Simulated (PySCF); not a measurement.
**M06-L/def2-SVP (core potential) run of SnH2F2 (SMILES [F][SnH2][F])**

What is the energy change on altering one bond length of SnH2F2 at M06-L/def2-SVP (core potential)? The job is set up through a Python script.

The results are computed with PySCF 2.14.0.

2 further runs of the same task are left out: 2 set aside as unsound or not needed.

**1. The molecule**

The species is SnH2F2 (5 atoms), meant as a singlet with charge 0. As SMILES, `[F][SnH2][F]`. The shape is that of a PBE0-D4/def2-TZVP optimisation.

Bond lengths: F1–Sn2 1.909 Å, Sn2–F3 1.909 Å, Sn2–H4 1.692 Å, Sn2–H5 1.692 Å. Angles: F1–Sn2–F3 103.3°, F1–Sn2–H4 107.1°, F1–Sn2–H5 107.1°, F3–Sn2–H4 107.1°, F3–Sn2–H5 107.1°, H4–Sn2–H5 123.6°.

**2. The energy at M06-L/def2-SVP (core potential)**

File mol.xyz:

```xyz
5
F2H2Sn
F     -0.343500    -0.356300     1.741400
Sn     0.128900    -0.073200    -0.086200
F     -1.231200     1.110700    -0.712400
H     -0.087400    -1.547100    -0.889100
H      1.583200     0.792100    -0.095000
```

File input.py:

```python
from pyscf import gto, dft

mol = gto.M(
    atom='mol.xyz',
    verbose=3,
    ecp={'Sn': 'def2-svp'},
    charge=0,
    basis='def2-svp',
    max_memory=1860,
)

calc0 = dft.RKS(mol, xc='m06-l')
calc0.conv_tol = 1e-10
calc0.grids.level = 5
calc0.kernel()
if not calc0.converged:
    calc0 = calc0.newton().run(calc0.mo_coeff, calc0.mo_occ)

energy = calc0.e_tot
print(f'total energy: {energy:.8f} hartree')
```

Command:

```console
$ OMP_NUM_THREADS=1 python input.py
```

What it wrote:

```text
converged SCF energy = -415.194721370324
total energy: -415.19472137 hartree
```

It took 18 s on 1 thread of Arm Neoverse V1, shared host; peak memory 0.37 GiB.

**3. The distorted shape, same level**

File job.py:

```python
from pyscf import gto, dft

mol = gto.Mole()
mol.atom = [
    ('F', (0.064548, -0.711486, 1.929268)),
    ('Sn', (0.536948, -0.428386, 0.101668)),
    ('F', (-1.231200, 1.110700, -0.712400)),
    ('H', (0.320648, -1.902286, -0.701232)),
    ('H', (1.991248, 0.436914, 0.092868)),
]
mol.verbose = 4
mol.ecp = {'Sn': 'def2-svp'}
mol.charge = 0
mol.max_memory = 1860
mol.basis = 'def2-svp'
mol.build()

mf = dft.RKS(mol, xc='m06-l')
mf.grids.level = 5
mf.conv_tol = 1e-10
mf.kernel()
if not mf.converged:
    mf = mf.newton().run(mf.mo_coeff, mf.mo_occ)

e_final = mf.e_tot
print('Final energy', e_final)
```

Command:

```console
$ OMP_NUM_THREADS=1 python job.py
```

What it wrote:

```text
PySCF version 2.14.0

[INPUT] num. atoms = 5
[INPUT] num. electrons = 42
[INPUT] charge = 0
[INPUT] spin (= nelec alpha-beta = 2S) = 0
[INPUT] symmetry False subgroup None
[INPUT] Mole.unit = angstrom
[INPUT] Symbol           X                Y                Z      unit          X                Y                Z       unit  Magmom
[INPUT]  1 F      0.064548000000  -0.711486000000   1.929268000000 AA    0.121978041888  -1.344513681462   3.645788140887 Bohr   0.0
[INPUT]  2 Sn     0.536948000000  -0.428386000000   0.101668000000 AA    1.014684663133  -0.809532215598   0.192124675632 Bohr   0.0
[INPUT]  3 F     -1.231200000000   1.110700000000  -0.712400000000 AA   -2.326630804565   2.098918806554  -1.346240891140 Bohr   0.0
[INPUT]  4 H      0.320648000000  -1.902286000000  -0.701232000000 AA    0.605936902390  -3.594799550594  -1.325136429781 Bohr   0.0
[INPUT]  5 H      1.991248000000   0.436914000000   0.092868000000 AA    3.762913366088   0.825647799988   0.175495085736 Bohr   0.0

nuclear repulsion = 129.533259479273
number of shells = 28
number of NR pGTOs = 123
number of NR cGTOs = 64
basis = def2-svp
ecp = {'Sn': 'def2-svp'}

******** <class 'pyscf.dft.rks.RKS'> ********
method = RKS
initial guess = minao
damping factor = 0
level_shift factor = 0
DIIS = <class 'pyscf.scf.diis.CDIIS'>
diis_start_cycle = 1
diis_space = 8
diis_damp = 0
SCF conv_tol = 1e-10
SCF conv_tol_grad = None
SCF max_cycles = 50
direct_scf = True
direct_scf_tol = 1e-13
XC library pyscf.dft.libxc version 7.0.0
    S. Lehtola, C. Steigemann, M. J.T. Oliveira, and M. A.L. Marques.,  SoftwareX 7, 1–5 (2018)
XC functionals = m06-l
    Y. Zhao and D. G. Truhlar.,  Theor. Chem. Acc. 120, 215 (2008)
radial grids:
    Treutler-Ahlrichs [JCP 102, 346 (1995); DOI:10.1063/1.469408] (M4) radial grids

becke partition: Becke, JCP 88, 2547 (1988); DOI:10.1063/1.454033
pruning grids: <function nwchem_prune>
grids dens level: 5
symmetrized grids: False
atomic radii adjust function: <function treutler_atomic_radii_adjust>
small_rho_cutoff = 0
Set gradient conv threshold to 1e-05
Initial guess from minao.
tot grids = 181840
init E= -392.338233152469
  HOMO = -0.758076995270392  LUMO = -0.706797077223083  gap/eV = 1.39540
cycle= 1 E= -414.15119065754  delta_E= -21.8  |g|= 2.06  |ddm|=  6.7
  HOMO = -0.181931177731532  LUMO = 0.0421380877563315  gap/eV = 6.09724
cycle= 2 E= -414.025828246906  delta_E= 0.125  |g|= 2.45  |ddm|= 5.39
  HOMO = -0.205961225923965  LUMO = -0.0847326419481966  gap/eV = 3.29880
cycle= 3 E= -415.102397881519  delta_E= -1.08  |g|= 0.464  |ddm|= 2.23
  HOMO = -0.324641710561136  LUMO = -0.128142019589831  gap/eV = 5.34703
cycle= 4 E= -415.089371522008  delta_E= 0.013  |g|= 0.471  |ddm|= 0.699
  HOMO = -0.236692850302944  LUMO = -0.119326291339117  gap/eV = 3.19371
cycle= 5 E= -415.131912718326  delta_E= -0.0425  |g|= 0.147  |ddm|= 0.563
  HOMO = -0.250160017633739  LUMO = -0.118553909612057  gap/eV = 3.58118
cycle= 6 E= -415.137038778424  delta_E= -0.00513  |g|= 0.0373  |ddm|= 0.134
  HOMO = -0.252301024659357  LUMO = -0.117618634280369  gap/eV = 3.66489
cycle= 7 E= -415.13731878562  delta_E= -0.00028  |g|= 0.0102  |ddm|= 0.041
  HOMO = -0.251904212458549  LUMO = -0.117626130092106  gap/eV = 3.65389
cycle= 8 E= -415.137338426277  delta_E= -1.96e-05  |g|= 0.000504  |ddm|= 0.00823
  HOMO = -0.252010432285329  LUMO = -0.117725251888547  gap/eV = 3.65409
cycle= 9 E= -415.13733849834  delta_E= -7.21e-08  |g|= 8.63e-05  |ddm|= 0.000813
  HOMO = -0.251997721218768  LUMO = -0.117722543510112  gap/eV = 3.65381
cycle= 10 E= -415.137338501121  delta_E= -2.78e-09  |g|= 2.11e-05  |ddm|= 0.000163
  HOMO = -0.252001375308173  LUMO = -0.11772501461407  gap/eV = 3.65385
cycle= 11 E= -415.137338501255  delta_E= -1.34e-10  |g|= 5.77e-06  |ddm|= 2.8e-05
  HOMO = -0.252000663413158  LUMO = -0.117725100954395  gap/eV = 3.65382
cycle= 12 E= -415.137338501262  delta_E= -7.16e-12  |g|= 8.42e-07  |ddm|= 6.45e-06
  HOMO = -0.252000667321507  LUMO = -0.117725227934539  gap/eV = 3.65382
Extra cycle  E= -415.137338501263  delta_E= -5.68e-13  |g|= 1.93e-06  |ddm|= 2.56e-06
converged SCF energy = -415.137338501263
Final energy -415.13733850126266
```

It took 19 s on 1 thread of Arm Neoverse V1, shared host; peak memory 0.37 GiB.

**4. What came out**

Level: M06-L/def2-SVP (core potential).

| quantity | value |
| --- | --- |
| first shape: total energy | -415.19472 Eh |
| first shape: dipole moment | 3.35 D |
| first shape: HOMO energy | -8.44 eV |
| first shape: LUMO energy | -1.17 eV |
| first shape: HOMO–LUMO gap | 7.27 eV |
| distorted shape: total energy | -415.13734 Eh |
| distorted shape: dipole moment | 5.01 D |
| distorted shape: HOMO energy | -6.86 eV |
| distorted shape: LUMO energy | -3.20 eV |
| distorted shape: HOMO–LUMO gap | 3.65 eV |
| energy change with the Sn2–F3 bond stretched from 1.909 to 2.481 Å | 1.561 eV |

**Reading.** With the Sn2–F3 bond stretched from 1.909 to 2.481 Å the energy rises by 1.56 eV (151 kJ/mol). The first shape isn't relaxed at this level, so the change isn't measured from a minimum. Mulliken charges (first shape) run from -0.47 on F1 to +1.22 on Sn2; they depend strongly on the basis. Mulliken charges (distorted shape) run from -0.48 on F3 to +1.13 on Sn2.
